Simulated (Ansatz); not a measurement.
# Rh3I: the cost of one run

Program: Ansatz 0.2.0. Level of theory: DFT PBE, scalar-relativistic, plane waves, PAW. These are calculated values, not measurements.

### Step 1. Starting point

Symmetry: Pm-3m, No. 221, cubic system. The conventional cell has a = 4.294 Å, b = 4.294 Å, c = 4.294 Å, α = 90.00°, β = 90.00°, γ = 90.00°. Rh (site symmetry 4/mmm) has 8 Rh at 3.04 Å and 4 I at 3.04 Å as nearest neighbours. I (site symmetry m-3m) is surrounded by 12 Rh at 3.04 Å.

Coordinates:

```
Rh I
1.0
     4.29381    0.00000    0.00000
     0.00000    4.29381    0.00000
     0.00000    0.00000    4.29381
Rh I
3 1
Cartesian
  0.0000 2.1469 2.1469
  2.1469 0.0000 2.1469
  2.1469 2.1469 0.0000
  0.0000 0.0000 0.0000
```

This is candidate A: Cu3Au (L1_2) type (Pm-3m, No. 221).

(A quick probe on a coarse mesh, which set the mesh and smearing, is not shown.)

### Step 3. Rough relaxation on the coarse mesh (candidate A)

input.yaml

```yaml
crystal:
  lattice:
    - [4.2938053397, 0.0, 0.0]
    - [0.0, 4.2938053397, 0.0]
    - [0.0, 0.0, 4.2938053397]
  atoms:
    - { symbol: Rh, position: [0.0, 0.5, 0.5], spin: 0.67 }
    - { symbol: Rh, position: [0.5, 0.0, 0.5], spin: 0.67 }
    - { symbol: Rh, position: [0.5, 0.5, 0.0], spin: 0.67 }
    - { symbol: I, position: [0.0, 0.0, 0.0] }
basis:
  ecutwfc: 420
kpoints:
  mp_grid: { grid: [4, 4, 4] }
hamiltonian:
  xc: pbe
scf:
  occupations: { method: gaussian, width: 0.1 }
  lower_state_search: "off"
output:
  forces: true
  stress: true
  eigenvalues: true
  populations: true
magnetization:
  spin_polarized: true
relax:
  adjacent_minimum: "off"
  f_tol: 0.04
  max_steps: 70
  cell: { stress_tol: 0.4 }
```

Run with:

```sh
$ ansatz run input.yaml --threads 1 --pin off --max-ram 2560MiB --backend cpu --events-out ev --progress --plain --runs-dir out
```

What time and memory should one allow on 1 thread of Arm Neoverse V1, shared host?

About 37 s, with a peak of 0.36 GiB.
